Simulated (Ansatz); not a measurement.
# GeP₂H+ (triplet): the correlation ladder, cc-pVDZ

One table from this session's results is given with a row withheld; the runs are named, their logs left out.

Computed with Ansatz 0.2.0, Gaussian basis. Level: cc-pVDZ, core rule «outside noble gas», up to 24 orbitals frozen.

Plan: UHF; CCSD(T) on UHF; BCCD(T) on ROHF; CISD; CCSDT(Q) on ROHF; CCSDT(Q) on UHF.

36 further runs of the same task are left out: 26 that didn't finish, 10 set aside as unsound or not needed.

## The system

The geometry is a PBE0/def2-TZVP stationary point (not a proven minimum) of the parent state, kept for this charge and spin. No spin-orbit coupling is included. The filled d shell of Ge may be among the frozen orbitals whatever the setting's name suggests; the logs give the count.

4 atoms, charge 1, spin multiplicity 3.

Atoms are counted from 1 here; the program's logs count them from 0.

Bond lengths: P1–Ge2 2.163 Å, P1–H4 1.428 Å, Ge2–P3 2.065 Å. Angles: Ge2–P1–H4 88.8°, P1–Ge2–P3 175.6°.

Set-up of the first run:

in.yaml reads:

```yaml
crystal:
  periodic: [false, false, false]
  atoms:
    - {symbol: P, position_ang: [0.000000, -0.410687, 1.582284]}
    - {symbol: Ge, position_ang: [-0.000002, -0.284038, -0.577259]}
    - {symbol: P, position_ang: [0.000001, -0.321401, -2.641729]}
    - {symbol: H, position_ang: [0.000002, 1.016125, 1.636704]}
basis:
  gaussian: {orbitals: cc-pVDZ}
total_charge: 1
magnetization: {spin_polarized: true, initial_magnetization: 2}
hamiltonian: {xc: hf}
output: {orbitals: {seedname: orbitals}}
```

Run with:

```sh
$ ansatz run in.yaml --threads 1 --pin off --events-out ev --progress --plain --max-ram 2393MiB
```

Among the steps run: UHF; CCSD(T) on UHF; BCCD(T) on ROHF; CISD; CCSDT(Q) on ROHF; CCSDT(Q) on UHF.

One table of the session follows, with a row left open; its other results are not shown here.

It belongs to the step «Misses and costs». 

```
   method  from UCCSDT(Q) (kJ/mol)
      UHF                   +816.5
     UMP2                   +190.6
    UCCSD                    +49.6
 UCCSD(T)                        ?
  BCCD(T)                    +10.7
   UCCSDT                     +4.1
UCCSDT(Q)                        0
```

Estimate the missing values for UCCSD(T).

As computed: from UCCSDT(Q) (kJ/mol): +11.9. In the column «from UCCSDT(Q) (kJ/mol)» it lies between BCCD(T) (+10.7) and UCCSD (+49.6).

Not comparable, so not listed: CISD; CCSDT(Q) on ROHF (they don't share determinant, frozen orbitals or solution with the rows shown, or repeat one).

The program flags BCCD(T) as in doubt (see the logs), so those rows may rest on another solution; read them beside their warnings.

Limits of these values: The report flags that the cluster equations may have other roots. The program flags BCCD(T) as in doubt, so those rows may rest on another solution; read them beside their warnings.
